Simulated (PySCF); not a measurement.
**SnCl2 under other conditions**

How does SnCl2 answer to another spin, charge, distance or environment?

Method: each script names its method and basis; program: PySCF 2.14.0.

1 further run of the same task is left out (it didn't finish).

## 1. Where the work starts

SnCl2: 3 atoms, charge 0, spin multiplicity 1.

Bond lengths: Sn1–Cl2 2.316 Å, Sn1–Cl3 2.316 Å. Angles: Cl2–Sn1–Cl3 98.6°.

## 2. The run that the others are compared with

File input.py:

```python
from pyscf import gto, dft

mol = gto.M(
    atom='Sn 0 0 -0.5545; Cl 1.7562 0 0.9557; Cl -1.7562 0 0.9557',
    basis='3-21g',
    charge=0,
    spin=0,
    verbose=3,
)
mf = dft.RKS(mol, xc='r2scan')
mf.kernel()
mf.analyze()
print('orbital energies (hartree):', mf.mo_energy[..., max(0, mol.nelec[1]-3):mol.nelec[0]+3].round(4))
```

Run with:

```bash
$ OMP_NUM_THREADS=1 python input.py
```

The log of this run is left out.

Base result: E(SCF) = -6914.671414 Eh, μ = 3.41 D.

No relativity is included for the heavy element.

## 3. Coordinates × 1.049

Edit 1 changes geometry: coordinates × 0.98 → coordinates × 1.049.

File input.py:

```python
from pyscf import gto, dft

mol = gto.M(
    atom='Sn 0 0 -0.5935; Cl 1.8798 0 1.023; Cl -1.8798 0 1.023',
    basis='3-21g',
    charge=0,
    spin=0,
    verbose=3,
)
mf = dft.RKS(mol, xc='r2scan')
mf.kernel()
mf.analyze()
print('orbital energies (hartree):', mf.mo_energy[..., max(0, mol.nelec[1]-3):mol.nelec[0]+3].round(4))
```

Run with:

```bash
$ OMP_NUM_THREADS=1 python input.py
```

## 4. Quintet (UKS)

Edit 2 changes spin (2S): 0 → 4; SCF type: RKS → UKS.

File input.py:

```python
from pyscf import gto, dft

mol = gto.M(
    atom='Sn 0 0 -0.5545; Cl 1.7562 0 0.9557; Cl -1.7562 0 0.9557',
    basis='3-21g',
    charge=0,
    spin=4,
    verbose=3,
)
mf = dft.UKS(mol, xc='r2scan')
mf.kernel()
mf.analyze()
print('orbital energies (hartree):', [e[max(0, n-3):n+3].round(4) for e, n in zip(mf.mo_energy, mol.nelec)])
```

## 5. Charge -1 (doublet, UKS)

Edit 3 changes charge: 0 → -1; spin (2S): 0 → 1; SCF type: RKS → UKS.

File input.py:

```python
from pyscf import gto, dft

mol = gto.M(
    atom='Sn 0 0 -0.5545; Cl 1.7562 0 0.9557; Cl -1.7562 0 0.9557',
    basis='3-21g',
    charge=-1,
    spin=1,
    verbose=3,
)
mf = dft.UKS(mol, xc='r2scan')
mf.kernel()
mf.analyze()
print('orbital energies (hartree):', [e[max(0, n-3):n+3].round(4) for e, n in zip(mf.mo_energy, mol.nelec)])
```

## 6. Electric field 0.001 a.u.

Edit 4 changes electric field: none → 0.001 a.u.

input.py: that of step 2 with these lines changed.

```diff
@@ -10,2 +10,7 @@
 mf = dft.RKS(mol, xc='r2scan')
+field = 0.001  # electric field along z, atomic units
+h = mf.get_hcore() + field*mol.intor('int1e_r')[2]
+mf.get_hcore = lambda *args: h
+e_nuc = mol.energy_nuc() - field*mol.atom_charges() @ mol.atom_coords()[:, 2]
+mf.energy_nuc = lambda *args: e_nuc
 mf.kernel()
```

## 7. Electric field 0.2 a.u.

Edit 5 changes electric field: none → 0.2 a.u.

input.py: that of step 2 with these lines changed.

```diff
@@ -10,2 +10,7 @@
 mf = dft.RKS(mol, xc='r2scan')
+field = 0.2  # electric field along z, atomic units
+h = mf.get_hcore() + field*mol.intor('int1e_r')[2]
+mf.get_hcore = lambda *args: h
+e_nuc = mol.energy_nuc() - field*mol.atom_charges() @ mol.atom_coords()[:, 2]
+mf.energy_nuc = lambda *args: e_nuc
 mf.kernel()
```

**Question.** What will these runs give? Wanted: for each run, E(SCF); from base; gap, α spin; SCF dipole.

As calculated:

| run | E(SCF) (hartree) | from base (eV) | gap, α spin (eV) | SCF dipole (D) |
| --- | --- | --- | --- | --- |
| base | -6914.671414 | 0 | 3.25 | 3.41 |
| coordinates × 1.049 | -6914.681949 | -0.2867 | 3.14 | 4.47 |
| quintet (UKS) | -6914.347784 | +8.8064 | 0.55 | 0.55 |
| charge -1 (doublet, UKS) | -6914.722288 | -1.3843 | 2.70 | n/a |
| electric field 0.001 a.u. | -6914.670098 | +0.0358 | 3.24 | 3.28 |
| electric field 0.2 a.u. (poor choice) | -6915.807224 | not comparable | 1.36 | 35.42 |

**Reading.** The largest comparable shift of the SCF energy, +8.806 eV, comes with the run “quintet (UKS)”. The quintet solution found lies 8.81 eV above the base singlet at this geometry and level. At the SCF level, adding an electron (to the doublet) releases 1.38 eV at fixed geometry. Rows marked «poor choice» come from settings spoiled on purpose.
